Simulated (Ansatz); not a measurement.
# C6H16N2: up Jacob's ladder to CCSD(T)

An exercise on one series of results from a longer session: the logs are not shown, and one member is left open.

Computed with Ansatz 0.2.0, Gaussian basis. Level: functionals in def2-TZVPP, the program's frozen cores in correlated methods.

Levels to be run: LDA (SPW92), PBE-D4, revPBE-D4, BLYP-D4, r2SCAN-D4, B97M-V, PBE0-D4, B3LYP-D4, r2SCANh-D4, r2SCAN0-D4, HSE06-D4, BHLYP-D4, CAM-B3LYP-D4, LC-ωPBE, ωB97X-V, ωB97M-V, B2PLYP, PBE-QIDH; CCSD(T)/def2-SVP; CCSD(T)/def2-TZVPP; MP2/def2-QZVPP; extrapolation to the limit; RPA on PBE.

### The geometry

All runs share one geometry, relaxed beforehand with PBE0-D4 in a triple-zeta def2 set.

SMILES `CCNCCNCC`, 24 atoms, charge 0, spin multiplicity 1.

Atoms are counted from 1 here; the program's logs count them from 0.

Bond lengths: C1–C2 1.515 Å, C1–H9 1.092 Å, C1–H10 1.092 Å, C1–H11 1.094 Å, C2–N3 1.448 Å, C2–H12 1.103 Å, C2–H13 1.096 Å, N3–C4 1.446 Å, N3–H14 1.013 Å, C4–C5 1.525 Å, C4–H15 1.094 Å, C4–H16 1.098 Å, C5–N6 1.447 Å, C5–H17 1.102 Å, C5–H18 1.098 Å, N6–C7 1.450 Å, N6–H19 1.014 Å, C7–C8 1.524 Å and more. Angles: C2–C1–H9 110.6°, C2–C1–H10 111.0°, C2–C1–H11 110.9°, H9–C1–H10 108.8°, H9–C1–H11 107.9°, H10–C1–H11 107.5°, C1–C2–N3 110.7°, C1–C2–H12 109.1°, C1–C2–H13 109.6°, N3–C2–H12 113.7°, N3–C2–H13 107.4°, H12–C2–H13 106.2°, C2–N3–C4 116.1°, C2–N3–H14 110.3°, C4–N3–H14 110.5°, N3–C4–C5 116.5°, N3–C4–H15 108.9°, N3–C4–H16 107.6° and more.

As a file:

```xyz
24

C    -0.9000   -3.3995    1.6047
C    -0.9117   -1.9950    1.0382
N     0.0045   -1.1421    1.7664
C    -0.0006    0.2560    1.3992
C     0.4808    0.5927   -0.0077
N     0.4584    2.0252   -0.2117
C     1.0027    2.4821   -1.4752
C     0.2741    2.0227   -2.7325
H    -1.1528   -3.3868    2.6667
H    -1.6135   -4.0390    1.0803
H     0.0896   -3.8548    1.5001
H    -0.7092   -2.0411   -0.0448
H    -1.9140   -1.5634    1.1435
H     0.9444   -1.5172    1.7210
H     0.6162    0.8110    2.1122
H    -1.0253    0.6293    1.5249
H    -0.1123    0.0310   -0.7466
H     1.5191    0.2540   -0.1186
H    -0.4866    2.3735   -0.0973
H     1.0254    3.5763   -1.4495
H     2.0485    2.1574   -1.5197
H     0.7388    2.4479   -3.6260
H     0.2900    0.9356   -2.8380
H    -0.7719    2.3439   -2.7162
```

The first run:

Input file in.yaml:

```yaml
crystal:
  periodic: [false, false, false]
  atoms:
    - {symbol: C, position_ang: [-0.899983, -3.399491, 1.604678]}
    - {symbol: C, position_ang: [-0.911715, -1.994982, 1.038170]}
    - {symbol: N, position_ang: [0.004521, -1.142092, 1.766414]}
    - {symbol: C, position_ang: [-0.000560, 0.256049, 1.399238]}
    - {symbol: C, position_ang: [0.480801, 0.592730, -0.007743]}
    - {symbol: N, position_ang: [0.458414, 2.025154, -0.211747]}
    - {symbol: C, position_ang: [1.002746, 2.482071, -1.475249]}
    - {symbol: C, position_ang: [0.274058, 2.022693, -2.732478]}
    - {symbol: H, position_ang: [-1.152766, -3.386819, 2.666656]}
    - {symbol: H, position_ang: [-1.613502, -4.039035, 1.080342]}
    - {symbol: H, position_ang: [0.089578, -3.854817, 1.500116]}
    - {symbol: H, position_ang: [-0.709179, -2.041068, -0.044823]}
    - {symbol: H, position_ang: [-1.913986, -1.563439, 1.143455]}
    - {symbol: H, position_ang: [0.944414, -1.517240, 1.721031]}
    - {symbol: H, position_ang: [0.616220, 0.811037, 2.112153]}
    - {symbol: H, position_ang: [-1.025330, 0.629316, 1.524937]}
    - {symbol: H, position_ang: [-0.112307, 0.030957, -0.746642]}
    - {symbol: H, position_ang: [1.519064, 0.254036, -0.118556]}
    - {symbol: H, position_ang: [-0.486614, 2.373532, -0.097310]}
    - {symbol: H, position_ang: [1.025415, 3.576258, -1.449514]}
    - {symbol: H, position_ang: [2.048547, 2.157423, -1.519684]}
    - {symbol: H, position_ang: [0.738842, 2.447937, -3.625955]}
    - {symbol: H, position_ang: [0.289997, 0.935629, -2.838043]}
    - {symbol: H, position_ang: [-0.771872, 2.343860, -2.716246]}
basis:
  gaussian: {orbitals: def2-TZVPP}
hamiltonian: {xc: lda}
output: {orbitals: {seedname: orbitals}}
```

Command:

```console
$ ansatz run in.yaml --threads 4 --pin off --events-out ev --progress --plain --max-ram 63488MiB --backend cuda --devices 0, --max-vram 37GiB
```

Steps of the session up to this table: LDA; PBE-D4 (GGA); revPBE-D4 (GGA); BLYP-D4 (GGA); r2SCAN-D4 (meta-GGA); B97M-V (meta-GGA); PBE0-D4 (hybrid); B3LYP-D4 (hybrid); r2SCANh-D4 (hybrid); r2SCAN0-D4 (hybrid); HSE06-D4 (hybrid); BHLYP-D4 (hybrid); CAM-B3LYP-D4 (range-separated); LC-ωPBE (range-separated); ωB97X-V (range-separated); ωB97M-V (range-separated); B2PLYP (double hybrid); PBE-QIDH (double hybrid).

One of the session's tables, all rows but one given; the rest of the session is left out.

It belongs to the step «Frontier levels by functional». 

```
  functional  HOMO (eV)  LUMO (eV)  gap (eV)
 LDA (SPW92)      -4.80       0.14      4.93
      PBE-D4      -4.68       0.33      5.01
   revPBE-D4      -4.62       0.43      5.05
     BLYP-D4      -4.59       0.33      4.92
   r2SCAN-D4      -4.94       1.04      5.98
      B97M-V      -5.14       0.47      5.61
     PBE0-D4      -6.07       1.13      7.20
    B3LYP-D4      -5.86       0.80      6.66
  r2SCANh-D4      -5.46       1.27      6.73
  r2SCAN0-D4      -6.25       1.60      7.85
    HSE06-D4      -5.66       0.76      6.42
    BHLYP-D4      -7.42       1.72      9.14
CAM-B3LYP-D4      -7.49       1.88      9.36
     LC-ωPBE      -8.80       3.18     11.98
     ωB97X-V      -8.50       2.95     11.45
     ωB97M-V          ?          ?         ?
```

Q: Estimate the row for ωB97M-V from the others.

As computed: HOMO (eV): -8.43; LUMO (eV): 2.53; gap (eV): 10.96. In the column «HOMO (eV)» it lies between ωB97X-V (-8.50) and CAM-B3LYP-D4 (-7.49).
